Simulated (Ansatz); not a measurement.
YInCu₄, space group F-43m, a single point from an input typed as a dict

Program: Ansatz 0.2.0, Python API.

Interactive session:
```pycon
>>> from collections import Counter
>>> import warnings
>>> import ansatz as az
>>> import numpy as np
>>> import pandas as pd
>>> warnings.simplefilter("ignore", az.DeckWarning)
>>> config = {
...     "crystal": {
...         "lattice": [[0.0, 3.58896, 3.58896], [3.58896, 0.0, 3.58896], [3.58896, 3.58896, 0.0]],
...         "atoms": [
...             {"symbol": "Y", "position": [0.0, 0.0, 0.0]},
...             {"symbol": "In", "position": [0.75, 0.75, 0.75]},
...             {"symbol": "Cu", "position": [0.375335, 0.375335, 0.375335]},
...             {"symbol": "Cu", "position": [0.873995, 0.375335, 0.375335]},
...             {"symbol": "Cu", "position": [0.375335, 0.375335, 0.873995]},
...             {"symbol": "Cu", "position": [0.375335, 0.873995, 0.375335]},
...         ],
...     },
...     "kpoints": {"mp_grid": {"grid": [6, 6, 6]}},
...     "hamiltonian": {"xc": "lda"},
...     "scf": {"occupations": {"method": "fermi_dirac", "width": 0.15}},
...     "basis": {"ecutwfc": "35 Ry"},
...     "output": {"forces": True, "stress": True},
... }
>>> done = az.Session.from_dict(config).plan().execute()

>>> data = done.report
>>> data["mixing_algorithm"], data["preconditioner"], data["eigensolver"]
('MSR1', 'Resta', 'band_cg')
>>> data["n_iterations"], data["closed_by"]
(7, 'deck_thresholds')
>>> data["n_electrons"]
100.0
>>> n_atoms = len(data["lattice"]["sites"])
>>> print("F =", round(data["free_energy_ev"], 4), "eV for", n_atoms, "atoms")
F = -35427.3947 eV for 6 atoms
>>> print("E(sigma -> 0) =", round(data["energy_sigma0_ev"], 4), "eV, TS =", round(data["entropy_ts_ev"], 5), "eV")
E(sigma -> 0) = -35427.3598 eV, TS = 0.06974 eV
>>> print("closed by", data["closed_by"], "after", data["n_iterations"], "iterations")
closed by deck_thresholds after 7 iterations
>>> # forces, one row an atom
>>> table = pd.DataFrame(data["forces_ev_ang"], columns=["fx", "fy", "fz"])
>>> table.insert(0, "atom", [site["symbol"] for site in data["lattice"]["sites"]])
>>> table.round(4)
  atom      fx      fy      fz
0    Y -0.0000  0.0000 -0.0000
1   In  0.0000  0.0000  0.0000
2   Cu  0.0056  0.0056  0.0056
3   Cu  0.0056 -0.0056 -0.0056
4   Cu -0.0056 -0.0056  0.0056
5   Cu -0.0056  0.0056 -0.0056
>>> # pressure is a third of the trace
>>> stress = np.array(data["stress_gpa"])
>>> print(f"pressure {np.trace(stress) / 3:.3f} GPa")
pressure -6.591 GPa
>>> print("stress tensor, GPa, positive in compression")
stress tensor, GPa, positive in compression
>>> np.round(stress, 3) + 0.0
array([[-6.591,  0.   ,  0.   ],
       [ 0.   , -6.591,  0.   ],
       [ 0.   ,  0.   , -6.591]])
>>> told = Counter((n["data"]["severity"], n["data"]["kind"]) for n in done.notices if n["event"] == "notice")
>>> for (severity, kind), count in sorted(told.items()):
...     print(f"{severity:8s} {kind} x{count}")
...
audit    band_cg_iterations x1
audit    preconditioner_resolved x1
```

Caveats:
- Absolute energies stand on the zero of these potentials, so only differences at equal settings mean something. A total without «per atom» is that of the cell as typed.
- The mesh is modest for a metal, so energies can be off by several to tens of meV an atom and pressures by half a GPa or more; differences at equal mesh fare better.
- At these settings the cell as given stands under about -7 GPa, so it isn't at this functional's equilibrium volume.
- The structure comes from a database of computed cells and needn't be a stable or known phase.
- Wall time of the script: 11 s on 1 thread of Arm Neoverse V1 (shared host), peak memory 0.49 GiB.

(Lines on the test bed's own set-up are left out of the output.)
